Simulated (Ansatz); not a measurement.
# C₂H₃Br: geometry optimisation

The task: find the minimum of C₂H₃Br nearest to the start.

Computed with Ansatz 0.2.0. Level: RKS r2SCAN0-D4/def2-TZVPD.

2 further runs of the same task are left out: 2 set aside as unsound or not needed.

### Step 1. The starting structure

6 atoms, charge 0, spin multiplicity 1.

Atoms are counted from 1 here; the program's logs count them from 0.

Bond lengths: Br1–H2 1.454 Å, C3–C4 1.221 Å, C3–H5 1.081 Å, C4–H6 1.081 Å. Angles: C4–C3–H5 179.6°, C3–C4–H6 179.8°.

Coordinates:

```xyz
6
charge 0, multiplicity 1
Br    0.2545   -1.0023   -2.5101
H     0.1191   -0.4679   -1.1649
C    -0.1661    0.9285    0.6890
C    -0.0202   -0.1938    1.1474
H    -0.2984    1.9244    0.2888
H     0.1112   -1.1888    1.5499
```

### Step 2. Relaxation

File input.yaml:

```yaml
crystal:
  periodic: [false, false, false]
  atoms:
    - { symbol: Br, position_ang: [0.254458, -1.002273, -2.51013] }
    - { symbol: H, position_ang: [0.119077, -0.467901, -1.164888] }
    - { symbol: C, position_ang: [-0.166131, 0.92852, 0.688988] }
    - { symbol: C, position_ang: [-0.020185, -0.193794, 1.147381] }
    - { symbol: H, position_ang: [-0.298431, 1.924354, 0.288828] }
    - { symbol: H, position_ang: [0.111213, -1.188805, 1.549921] }
basis:
  gaussian: { orbitals: def2-TZVPD }
hamiltonian:
  xc: { name: r2SCAN0 }
  dispersion: d4
output:
  forces: true
relax:
  f_tol: 0.003
  max_steps: 120
```

Run with:

```bash
$ ansatz run input.yaml --threads 1 --pin off --max-ram 2560MiB --backend cpu --events-out ev --progress --plain --runs-dir out
```

The log of the run:

```text
Warning: RAYON_NUM_THREADS=1 ignored (pool sized by the plan → 1); use --threads N
The last accepted step is kept in <dir> (removed where the run ends without a failure and the disk answers)
Engine: ansatz 0.2.0, aarch64-unknown-linux-gnu
Functional definition: r2SCAN0
  parameter a = 0.25
  parameter k0 = 0.174
  parameter k1 = 0.065
  parameter a1 = 4.9479
  exchange = (1 - a)*r2scan_x(k0 = k0, k1 = k1, a1 = a1) + a*exact_x
  correlation = r2scan_c
973 factors; their error is unknown
mean field evaluation 1: about -72162.1770 eV, gradient 3.6e1 eV
mean field evaluation 2: about -72162.7670 eV, gradient 3.2e1 eV
mean field evaluation 4: about -72165.3125 eV, gradient 1.1e0 eV
mean field evaluation 8: about -72165.6300 eV, gradient 5.9e-1 eV
mean field evaluation 16: about -72165.6304 eV, gradient 6.5e-5 eV
mean field -72165.63037222 eV, -2652.0380005579 hartree, gradient 6.5e-5 eV, S^2 0.000000; 0 other end points of the search recorded, 0 dependent functions left out
the calculation of the forces begins
reference -72165.63038256 eV, -2652.0380009381 hartree; 25, 25 occupied and 133, 133 virtual orbitals, 973 factors
relax step   1: F+E_penalty+E_count = -72165.65429888 eV  Δ(F+E_penalty+E_count) = +0.000e0 eV  max|allowed force component| = 1.911e0 eV/Å  Δτ_max = 0.0000 Å  (30 SCF iters, accepted)
these checks for a lower state are left out or cut short: starts, cluster_reference, orbital_swaps, neighbouring_geometries, increment
973 factors; their error is unknown
mean field -72165.69549946 eV, -2652.0403939399 hartree, gradient 2.7e-5 eV, S^2 0.000000; 0 other end points of the search recorded, 0 dependent functions left out
the calculation of the forces begins
reference -72165.69550968 eV, -2652.0403943153 hartree; 25, 25 occupied and 133, 133 virtual orbitals, 973 factors
relax step   2: F+E_penalty+E_count = -72165.71911003 eV  Δ(F+E_penalty+E_count) = -6.481e-2 eV  max|allowed force component| = 2.795e-1 eV/Å  Δτ_max = 0.0684 Å  (34 SCF iters, accepted)
these checks for a lower state are left out or cut short: starts, cluster_reference, orbital_swaps, neighbouring_geometries, increment
973 factors; their error is unknown
mean field -72165.69692821 eV, -2652.0404464454 hartree, gradient 1.6e-5 eV, S^2 0.000000; 0 other end points of the search recorded, 0 dependent functions left out
the calculation of the forces begins
reference -72165.69693841 eV, -2652.0404468204 hartree; 25, 25 occupied and 133, 133 virtual orbitals, 973 factors
relax step   3: F+E_penalty+E_count = -72165.72066256 eV  Δ(F+E_penalty+E_count) = -1.553e-3 eV  max|allowed force component| = 3.798e-2 eV/Å  Δτ_max = 0.0204 Å  (36 SCF iters, accepted)
these checks for a lower state are left out or cut short: starts, cluster_reference, orbital_swaps, neighbouring_geometries, increment
973 factors; their error is unknown
mean field evaluation 32: about -72165.3800 eV, gradient 8.0e-1 eV
mean field -72165.69721424 eV, -2652.0404569569 hartree, gradient 1.6e-5 eV, S^2 0.000000; 0 other end points of the search recorded, 0 dependent functions left out
the calculation of the forces begins
reference -72165.69722444 eV, -2652.0404573318 hartree; 25, 25 occupied and 133, 133 virtual orbitals, 973 factors
relax step   4: F+E_penalty+E_count = -72165.72085832 eV  Δ(F+E_penalty+E_count) = -1.958e-4 eV  max|allowed force component| = 2.791e-3 eV/Å  Δτ_max = 0.0138 Å  (36 SCF iters, accepted)
these checks for a lower state are left out or cut short: starts, cluster_reference, orbital_swaps, neighbouring_geometries, increment
973 factors; their error is unknown
mean field -72165.69724033 eV, -2652.0404579156 hartree, gradient 1.6e-5 eV, S^2 0.000000; 0 other end points of the search recorded, 0 dependent functions left out
the calculation of the forces begins
reference -72165.69725053 eV, -2652.0404582905 hartree; 25, 25 occupied and 133, 133 virtual orbitals, 973 factors
relax step   5: F+E_penalty+E_count = -72165.72086403 eV  Δ(F+E_penalty+E_count) = -5.707e-6 eV  max|allowed force component| = 1.719e-3 eV/Å  Δτ_max = 0.0031 Å  (36 SCF iters, accepted)
973 factors; their error is unknown
mean field evaluation 64: about -72165.6972 eV, gradient 5.3e-3 eV
mean field -72165.69724033 eV, -2652.0404579156 hartree, gradient 1.6e-5 eV, S^2 0.000000; 1 other end points of the search recorded, 0 dependent functions left out
the calculation of the forces begins
reference -72165.69725053 eV, -2652.0404582904 hartree; 25, 25 occupied and 133, 133 virtual orbitals, 973 factors
Total energy: -72165.72087422 eV, -2652.0413264453 hartree
Atom 0 at     0.258372    -1.015018    -2.551822 Å, force     0.000131    -0.000449    -0.001346 eV/Å
Atom 1 at     0.124890    -0.490168    -1.234165 Å, force    -0.000125     0.000409     0.001232 eV/Å
Atom 2 at    -0.167681     0.923958     0.720800 Å, force     0.000785    -0.001719    -0.001098 eV/Å
Atom 3 at    -0.023746    -0.172191     1.170046 Å, force    -0.000602     0.001420    -0.000018 eV/Å
Atom 4 at    -0.295673     1.899275     0.323265 Å, force    -0.000461     0.001638     0.000397 eV/Å
Atom 5 at     0.103840    -1.145755     1.571975 Å, force     0.000272    -0.001298     0.000833 eV/Å
Dipole moment:    -0.033578     0.131993     0.331599 e Å
```

Run time: 55 s. Hardware: 1 thread of Arm Neoverse V2, shared host; peak memory 0.3 GiB.

Relaxation path:

```csv
step,energy from step 1 (eV),largest force component (eV/Å)
1,0.0000,1.9109
2,-0.0648,0.2795
3,-0.0664,0.0380
4,-0.0666,0.0028
5,-0.0666,0.0017
```

Close pairs (by a distance rule), those that changed most:

```csv
bond,before (Å),after (Å),change (Å)
Br1–H2,1.454,1.425,-0.029
C3–C4,1.221,1.193,-0.028
C4–H6,1.081,1.061,-0.020
C3–H5,1.081,1.061,-0.020
```

### Step 3. What came out

```
             quantity      value
        energy gained  0.0666 eV
root mean square move    0.047 Å
        dipole moment     1.72 D
```

**Reading.** Bond lengths: Br1–H2 1.425 Å, C3–C4 1.193 Å, C3–H5 1.061 Å, C4–H6 1.061 Å. Angles: C4–C3–H5 179.9°, C3–C4–H6 179.9°. No frequencies were computed here.
